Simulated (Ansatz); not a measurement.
SrCl3, space group P6_3/mmc, a single point from a YAML input

Program: the Ansatz DFT code, driven from Python.

Run as a notebook:

**Cell 1**
```python
import json

import ansatz as az
import numpy as np
```

**Cell 2**
```python
INPUT = """
crystal:
  lattice:
    - [3.169923, -5.490468, 0.0]
    - [3.169923, 5.490468, 0.0]
    - [0.0, 0.0, 5.721023]
  atoms:
    - { symbol: Sr, position: [0.666666, 0.333334, 0.25] }
    - { symbol: Sr, position: [0.333334, 0.666666, 0.75] }
    - { symbol: Cl, position: [0.346076, 0.173039, 0.75] }
    - { symbol: Cl, position: [0.826961, 0.173039, 0.75] }
    - { symbol: Cl, position: [0.826961, 0.653924, 0.75] }
    - { symbol: Cl, position: [0.653924, 0.826961, 0.25] }
    - { symbol: Cl, position: [0.173039, 0.826961, 0.25] }
    - { symbol: Cl, position: [0.173039, 0.346076, 0.25] }
kpoints:
  mp_grid: { grid: [4, 4, 4] }
hamiltonian:
  xc: pbe
scf:
  occupations: { method: cold, width: 0.15 }
output:
  stress: true
  eigenvalues: true
"""
```

**Cell 3**
```python
out = az.Session.from_yaml(INPUT).plan(threads=1).execute()
report = out.report
```
Output:
```text
DeckWarning: the atoms were moved onto the symmetric positions of the space group found under crystal.symmetry.tolerance 1.0e-5 (fractional; no operation is sought that the atoms, as they stand in a [...]
DeckWarning: basis.ecutwfc = 420 eV, auto-derived from the records' recommended cutoffs: set by Sr (normal level)
```

**Cell 4**
```python
[(site.symbol, site.position_frac.round(4).tolist()) for site in out.lattice.sites]
```
Output:
```text
[(<Element.SR: 'Sr'>, [0.6667, 0.3333, 0.25]), (<Element.SR: 'Sr'>, [0.3333, 0.6667, 0.75]),
 (<Element.CL: 'Cl'>, [0.3461, 0.173, 0.75]), (<Element.CL: 'Cl'>, [0.827, 0.173, 0.75]),
 (<Element.CL: 'Cl'>, [0.827, 0.6539, 0.75]), (<Element.CL: 'Cl'>, [0.6539, 0.827, 0.25]),
 (<Element.CL: 'Cl'>, [0.173, 0.827, 0.25]), (<Element.CL: 'Cl'>, [0.173, 0.3461, 0.25])]
```

**Cell 5**
```python
report["converged"], report["free_energy_ev"]
```
Output:
```text
(True, -13577.688787022718)
```

**Cell 6**
```python
type(out).__name__, type(report).__name__
```
Output:
```text
('RunOutcome', 'dict')
```

**Cell 7**
```python
for key in ("converged", "n_iterations", "n_electrons", "n_kpoints", "n_pw", "n_symmetry_ops", "free_energy_ev", "fermi_energy_ev"):
    print(f"{key:18s} {report[key]}")

print("band  energy (eV)  occupation, at k =", report["kpoints_frac"][0])
for band, (e, occ) in enumerate(zip(report["eigenvalues_ev"][0], report["occupations"][0]), start=1):
    print(f"{band:4d} {e:12.4f} {occ:9.4f}")
```
Output:
```text
converged          True
n_iterations       7
n_electrons        62.0
n_kpoints          12
n_pw               3931
n_symmetry_ops     24
free_energy_ev     -13577.688787022718
fermi_energy_ev    4.288219152693127
band  energy (eV)  occupation, at k = [0.0, 0.0, 0.0]
   1     -29.7070    2.0000
   2     -29.7021    2.0000
   3     -11.6980    2.0000
   4     -11.6980    2.0000
   5     -11.6980    2.0000
   6     -11.6568    2.0000
   7     -11.6568    2.0000
   8     -11.6492    2.0000
   9     -10.0442    2.0000
  10      -9.4635    2.0000
  11      -9.0144    2.0000
  12      -9.0144    2.0000
  13      -8.7430    2.0000
  14      -8.7430    2.0000
  15       0.4411    2.0000
  16       0.9912    2.0000
  17       1.0375    2.0000
  18       1.4654    2.0000
  19       1.4654    2.0000
  20       1.8111    2.0000
  21       1.8111    2.0000
  22       2.3398    2.0000
  23       2.3398    2.0000
  24       3.2537    2.0000
  25       3.2537    2.0000
  26       3.3065    2.0000
  27       3.4915    2.0000
  28       4.0084    2.1072
  29       4.4520    0.0423
  30       4.4520    0.0423
  31       4.4887    0.0161
  32       4.4887    0.0161
  33       9.0461    0.0000
  34       9.7207    0.0000
  35       9.7207    0.0000
  36       9.8283    0.0000
  37       9.8283    0.0000
  38      10.0176    0.0000
  39      10.4071    0.0000
```

**Cell 8**
```python
# pressure is a third of the trace
stress = np.array(report["stress_gpa"])
print(f"pressure {np.trace(stress) / 3:.3f} GPa")
print("stress tensor, GPa, positive in compression")
np.round(stress, 3) + 0.0
```
Output:
```text
pressure -0.576 GPa
stress tensor, GPa, positive in compression
array([[-0.78 ,  0.   ,  0.   ],
       [ 0.   , -0.78 ,  0.   ],
       [ 0.   ,  0.   , -0.166]])
```

**Cell 9**
```python
keep = ["free_energy_ev", "energy_sigma0_ev", "fermi_energy_ev", "n_iterations", "converged", "magnetization_mub", "n_kpoints"]
with open("srcl3.json", "w") as handle:
    json.dump({key: report[key] for key in keep}, handle, indent=1)
```

It writes `srcl3.json`:
```json
{
 "free_energy_ev": -13577.688787022718,
 "energy_sigma0_ev": -13577.691501624107,
 "fermi_energy_ev": 4.288219152693127,
 "n_iterations": 7,
 "converged": true,
 "magnetization_mub": 0.0,
 "n_kpoints": 12
}
```

Reading the output:
- Absolute energies stand on the zero of these potentials, so only differences at equal settings mean something. A total without «per atom» is that of the cell as typed.
- The mesh is modest for a metal, so energies can be off by several to tens of meV an atom and pressures by half a GPa or more; differences at equal mesh fare better.
- The zero of the levels is a convention of the potentials, so an absolute Fermi energy is no work function.
- This cell is a computed structure, which may not be the phase found in nature.
- Levels are Kohn-Sham eigenvalues on this mesh, without spin-orbit coupling.
- Warnings are shown shortened and without file and line.
- The whole script took 4.1 s on 1 thread of Arm Neoverse V2, on a shared host, peak memory 0.46 GiB.

(Lines on the test bed's own set-up are left out of the output.)
